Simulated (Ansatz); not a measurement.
**C4H3FO2: molecular dynamics**

Aim: follow the molecule's vibrations and see whether its bonds hold. The start is relaxed first. Runs: 308 steps of 0.5 fs under a Langevin thermostat at 300 K. SMILES of the start: O=C=CC1(F)CO1.

Program: Ansatz 0.2.0. Level of theory: RKS PBE/STO-3G. These are calculated values, not measurements.

## Step 1: The structure to begin with

Bond lengths: O1–C2 1.202 Å, C2–C3 1.307 Å, C3–C4 1.448 Å, C4–F5 1.452 Å, C4–C6 1.459 Å, C4–O7 1.401 Å, C6–O7 1.423 Å, C3–H8 1.079 Å, C6–H9 1.101 Å, C6–H10 1.099 Å. Angles (14 of 17 angles, heavy atoms first): O1–C2–C3 177.3°, C2–C3–C4 119.4°, C3–C4–F5 109.4°, C3–C4–C6 126.0°, C3–C4–O7 124.8°, F5–C4–C6 115.0°, F5–C4–O7 114.2°, C6–C4–O7 59.7°, C4–C6–O7 58.1°, C4–O7–C6 62.2°, C2–C3–H8 121.0°, C4–C3–H8 119.2°, C4–C6–H9 120.3°, C4–C6–H10 117.4°.

Coordinates:

```xyz
10

O    -0.3491   -2.1464    1.9568
C    -0.3247   -1.6337    0.8702
C    -0.2500   -1.1107   -0.3248
C    -0.3202    0.3272   -0.4767
F    -1.7024    0.7577   -0.3598
C     0.6678    1.2893    0.0010
O     0.4390    1.0734   -1.3873
H    -0.0209   -1.7206   -1.1845
H     0.3443    2.2241    0.4841
H     1.5993    0.8885    0.4238
```

## Step 2: Preparing the start

input.yaml

```yaml
crystal:
  periodic: [false, false, false]
  atoms:
    - { symbol: O, position_ang: [-0.3491, -2.1464, 1.9568] }
    - { symbol: C, position_ang: [-0.3247, -1.6337, 0.8702] }
    - { symbol: C, position_ang: [-0.25, -1.1107, -0.3248] }
    - { symbol: C, position_ang: [-0.3202, 0.3272, -0.4767] }
    - { symbol: F, position_ang: [-1.7024, 0.7577, -0.3598] }
    - { symbol: C, position_ang: [0.6678, 1.2893, 0.001] }
    - { symbol: O, position_ang: [0.439, 1.0734, -1.3873] }
    - { symbol: H, position_ang: [-0.0209, -1.7206, -1.1845] }
    - { symbol: H, position_ang: [0.3443, 2.2241, 0.4841] }
    - { symbol: H, position_ang: [1.5993, 0.8885, 0.4238] }
basis:
  gaussian: { orbitals: STO-3G }
hamiltonian:
  xc: pbe
relax:
  f_tol: 0.02
  max_steps: 40
scf:
  lower_state_search: "off"
output:
  orbitals: {}
```

On the command line:

```sh
> ansatz run input.yaml --threads 1 --pin off --max-ram 2048MiB --backend cpu --events-out ev --progress --plain --runs-dir out
```

After this run come: Dynamics.

Q: Predict the outcome of this session. Wanted: relaxation of the start; temperature, first and last step; temperature, second half; potential energy, second half; bonds formed or broken.

As calculated:

| quantity | value |
| --- | --- |
| relaxation of the start | 13 moves, 0.751 eV lower |
| length | 308 steps of 0.5 fs |
| temperature, first and last step | 270 and 244 K |
| temperature, second half | mean 237 K, from 102 to 351 K |
| potential energy, second half | +18 meV/atom from the start |
| bonds formed or broken | 0 |

What this shows: Against a set 300 K the second half averages 237 K with a spread of 62 K. The bonds all hold. A run of 154 fs with 10 atoms shows the motion but fixes no equilibrium value. The nuclei move classically, without zero-point motion, which matters most for hydrogen. In so small a basis the energies are only a sketch.
